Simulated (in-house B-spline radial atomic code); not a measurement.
**Al¹²⁺: a test of the first knot**

Aim: see how the result and the number of iterations for Al¹²⁺ depend on the first knot.

Method: Dirac-Coulomb BLYP, spherical fractional occupations, Fermi nucleus, basis-set limit. Code: in-house B-spline radial atomic code version 1.

## (1) The system

```
element       : aluminium (Z = 13)
charge        : +12
electrons     : 1
configuration : 1s1
Hamiltonian   : Dirac-Coulomb
nucleus       : Fermi, rms radius 3.061 fm
```

A run counts as converged when the orbital gradient is under the tolerance times 13 hartree (or under the basis's noise floor) and the energy moved by less than 1e-8 hartree times the root of its size. Energy differences under 3e-07 hartree are noise.

## (2) Reference run with standard settings

Input settings:

```ini
Z = 13
electrons = 1.0
configuration = 1s1
hamiltonian = dirac
method = b88,lyp
spin_polarised = False
nucleus = fermi
rms_radius = 3.061
mass_number = 27
atomic_mass = 26.981538408
speed_of_light = 137.035999084
knot_spacing = 0.22
spline_order = 8
gauss_points = 12
box_radius = 4.72
max_iterations = 70
damping = 0.5
damped_steps = 3
diis_vectors = 10
tolerance = 1e-08
start = Thomas-Fermi
```

Command:

```console
python run_scf.py task.json out
```

task.json lists these runs, among others, and the program works through them in turn.

The program writes no log. Results of the run, from its result record (rounded, main fields):

```text
{
  "status": "converged",
  "scf [iteration, energy, orbital gradient]": [
    [1, -83.9969052462, 0.0387],
    [2, -83.9999190224, 0.000884],
    [3, -83.9999199511, 0.000426],
    [4, -83.9999201712, 0.000205],
    [5, -83.9999202396, 7.32e-06],
    [6, -83.9999202397, 4.52e-08]
  ],
  "energy [hartree]": {"total": -83.9999202397, "kinetic": 84.3717980572, "nuclear": -169.059677439, "coulomb": 4.05277802966, "xc": -3.3648188876},
  "orbitals [hartree, bohr; first row names the columns]": [
    ["name", "occ", "eps", "<r>"],
    ["1s1/2", 1.0, -80.822524, 0.11581]
  ],
  "sum_r [bohr^k]": {"-1": 13.0046, "1": 0.1158052, "2": 0.0179359},
  "density_at_nucleus [bohr^-3]": 741.6096
}
```

Run time: 0.34 s. Hardware: 1 thread, shared host.

## (3) First knot 7.69e-06

Settings: those of step 2 with these lines changed.

```diff
@@ -15,2 +15,3 @@
 box_radius = 4.72
+first_knot = 7.69e-06
 max_iterations = 70
```

Results of the run:

```text
{
  "status": "converged",
  "scf [iteration, energy, orbital gradient]": [
    [1, -83.9969052462, 0.0389],
    [2, -83.9999190185, 0.000838],
    [3, -83.9999199443, 0.000403],
    [4, -83.9999201639, 0.000194],
    [5, -83.9999202322, 7.07e-06],
    [6, -83.9999202323, 2.55e-07]
  ],
  "energy [hartree]": {"total": -83.9999202323, "kinetic": 84.3717973191, "nuclear": -169.059676693, "coulomb": 4.05277800033, "xc": -3.36481885834},
  "orbitals [hartree, bohr; first row names the columns]": [
    ["name", "occ", "eps", "<r>"],
    ["1s1/2", 1.0, -80.822524, 0.11581]
  ],
  "sum_r [bohr^k]": {"-1": 13.0046, "1": 0.1158052, "2": 0.0179359},
  "energy_minus_base [hartree]": 7.44446993e-09
}
```

It took 0.16 s on 1 thread, shared host.

energy_minus_base is the energy less that of the reference run.

## (4) First knot 7.69e-05

Settings: those of step 3 with these lines changed.

```diff
@@ -15,3 +15,3 @@
 box_radius = 4.72
-first_knot = 7.69e-06
+first_knot = 7.69e-05
 max_iterations = 70
```

Results of the run:

```text
{
  "status": "converged",
  "scf [iteration, energy, orbital gradient]": [
    [1, -83.9969052449, 0.039],
    [2, -83.999918955, 0.000897],
    [3, -83.9999198834, 0.000434],
    [4, -83.9999201034, 0.00021],
    [5, -83.9999201718, 6.79e-06],
    [6, -83.9999201718, 4.37e-08]
  ],
  "energy [hartree]": {"total": -83.9999201719, "kinetic": 84.3717981349, "nuclear": -169.059677574, "coulomb": 4.05277803189, "xc": -3.36481876461},
  "orbitals [hartree, bohr; first row names the columns]": [
    ["name", "occ", "eps", "<r>"],
    ["1s1/2", 1.0, -80.822524, 0.11581]
  ],
  "sum_r [bohr^k]": {"-1": 13.0046, "1": 0.1158052, "2": 0.0179359},
  "energy_minus_base [hartree]": 6.78423362e-08
}
```

Wall time 0.07 s (1 thread, shared host).

## (5) First knot 0.000769

Settings: those of step 4 with these lines changed.

```diff
@@ -15,3 +15,3 @@
 box_radius = 4.72
-first_knot = 7.69e-05
+first_knot = 0.000769
 max_iterations = 70
```

Results of the run:

```text
{
  "status": "converged",
  "scf [iteration, energy, orbital gradient]": [
    [1, -83.996907731, 0.0387],
    [2, -83.9999215086, 0.000863],
    [3, -83.9999224358, 0.000415],
    [4, -83.9999226556, 0.0002],
    [5, -83.999922724, 7.23e-06],
    [6, -83.999922724, 4.64e-08]
  ],
  "energy [hartree]": {"total": -83.999922724, "kinetic": 84.3718054686, "nuclear": -169.059687336, "coulomb": 4.05277814208, "xc": -3.3648189991},
  "orbitals [hartree, bohr; first row names the columns]": [
    ["name", "occ", "eps", "<r>"],
    ["1s1/2", 1.0, -80.822526, 0.11581]
  ],
  "sum_r [bohr^k]": {"-1": 13.0046, "1": 0.1158052, "2": 0.0179359},
  "energy_minus_base [hartree]": -2.48432158e-06
}
```

It took 0.06 s on 1 thread, shared host.

## (6) First knot 0.00769

Settings: those of step 5 with these lines changed.

```diff
@@ -15,3 +15,3 @@
 box_radius = 4.72
-first_knot = 0.000769
+first_knot = 0.00769
 max_iterations = 70
```

Results of the run:

```text
{
  "status": "converged",
  "scf [iteration, energy, orbital gradient]": [
    [1, -83.9968718696, 0.0391],
    [2, -83.9998855757, 0.000887],
    [3, -83.9998865027, 0.000429],
    [4, -83.9998867224, 0.000208],
    [5, -83.9998867908, 6.56e-06],
    [6, -83.9998867908, 4.49e-08]
  ],
  "energy [hartree]": {"total": -83.9998867908, "kinetic": 84.3716941852, "nuclear": -169.059540128, "coulomb": 4.05277629487, "xc": -3.3648171431},
  "orbitals [hartree, bohr; first row names the columns]": [
    ["name", "occ", "eps", "<r>"],
    ["1s1/2", 1.0, -80.822492, 0.11581]
  ],
  "sum_r [bohr^k]": {"-1": 13.00459, "1": 0.1158052, "2": 0.01793591},
  "energy_minus_base [hartree]": 3.34488789e-05
}
```

Run time: 0.05 s. Hardware: 1 thread, shared host.

## (7) First knot 0.0231

Settings: those of step 6 with these lines changed.

```diff
@@ -15,3 +15,3 @@
 box_radius = 4.72
-first_knot = 0.00769
+first_knot = 0.0231
 max_iterations = 70
```

Results of the run:

```text
{
  "status": "converged",
  "scf [iteration, energy, orbital gradient]": [
    [1, -83.9960687768, 0.0392],
    [2, -83.9990824389, 0.000888],
    [3, -83.9990833659, 0.00043],
    [4, -83.9990835856, 0.000208],
    [5, -83.999083654, 6.57e-06],
    [6, -83.999083654, 4.49e-08]
  ],
  "energy [hartree]": {"total": -83.999083654, "kinetic": 84.3692036456, "nuclear": -169.056243457, "coulomb": 4.05273484129, "xc": -3.36477868371},
  "orbitals [hartree, bohr; first row names the columns]": [
    ["name", "occ", "eps", "<r>"],
    ["1s1/2", 1.0, -80.821721, 0.11581]
  ],
  "sum_r [bohr^k]": {"-1": 13.0044, "1": 0.1158063, "2": 0.01793623},
  "energy_minus_base [hartree]": 0.000836585683
}
```

Run time: 0.04 s. Hardware: 1 thread, shared host.

## (8) First knot 0.0769

Settings: those of step 7 with these lines changed.

```diff
@@ -15,3 +15,3 @@
 box_radius = 4.72
-first_knot = 0.0231
+first_knot = 0.0769
 max_iterations = 70
```

Results of the run:

```text
{
  "status": "converged",
  "scf [iteration, energy, orbital gradient]": [
    [1, -83.987172147, 0.0446],
    [2, -83.9901853926, 0.000986],
    [3, -83.9901863209, 0.000475],
    [4, -83.990186541, 0.000229],
    [5, -83.9901866094, 8.16e-06],
    [6, -83.9901866095, 4.99e-08]
  ],
  "energy [hartree]": {"total": -83.9901866095, "kinetic": 84.3419982275, "nuclear": -169.020104976, "coulomb": 4.05227539022, "xc": -3.36435525146},
  "orbitals [hartree, bohr; first row names the columns]": [
    ["name", "occ", "eps", "<r>"],
    ["1s1/2", 1.0, -80.81319, 0.11582]
  ],
  "sum_r [bohr^k]": {"-1": 13.0023, "1": 0.1158186, "2": 0.0179397},
  "energy_minus_base [hartree]": 0.00973363021
}
```

It took 0.04 s on 1 thread, shared host.

## (9) First knot 0.231

Settings: those of step 8 with these lines changed.

```diff
@@ -15,3 +15,3 @@
 box_radius = 4.72
-first_knot = 0.0769
+first_knot = 0.231
 max_iterations = 70
```

Results of the run:

```text
{
  "status": "converged",
  "scf [iteration, energy, orbital gradient]": [
    [1, -83.91091707, 0.0853],
    [2, -83.9139263656, 0.00176],
    [3, -83.9139272949, 0.000852],
    [4, -83.9139275152, 0.000411],
    [5, -83.9139275837, 1.4e-05],
    [6, -83.9139275837, 6.99e-08]
  ],
  "energy [hartree]": {"total": -83.9139275837, "kinetic": 84.1080348867, "nuclear": -168.709613621, "coulomb": 4.04850860678, "xc": -3.36085745627},
  "orbitals [hartree, bohr; first row names the columns]": [
    ["name", "occ", "eps", "<r>"],
    ["1s1/2", 1.0, -80.739943, 0.11592]
  ],
  "sum_r [bohr^k]": {"-1": 12.98419, "1": 0.1159214, "2": 0.01796936},
  "energy_minus_base [hartree]": 0.0859926559
}
```

Wall time 0.04 s (1 thread, shared host).

## (10) Results

| run | outcome | iterations | energy less the reference (hartree) |
| --- | --- | --- | --- |
| reference | converged | 6 | 0 |
| first knot 7.69e-06 | converged | 6 | below noise |
| first knot 7.69e-05 | converged | 6 | below noise |
| first knot 0.000769 | converged | 6 | -2.48e-06 |
| first knot 0.00769 | converged | 6 | +3.34e-05 |
| first knot 0.0231 | converged | 6 | +0.000837 |
| first knot 0.0769 | converged | 6 | +0.00973 |
| first knot 0.231 | converged | 6 | +0.086 |

**Reading.** Of 7 changed inputs, 3 gave the reference energy within 1e-05 hartree and 4 converged to another value. The worst converged miss is +0.086 hartree (first knot 0.231): the first knot lies too far out to describe the region near the nucleus.
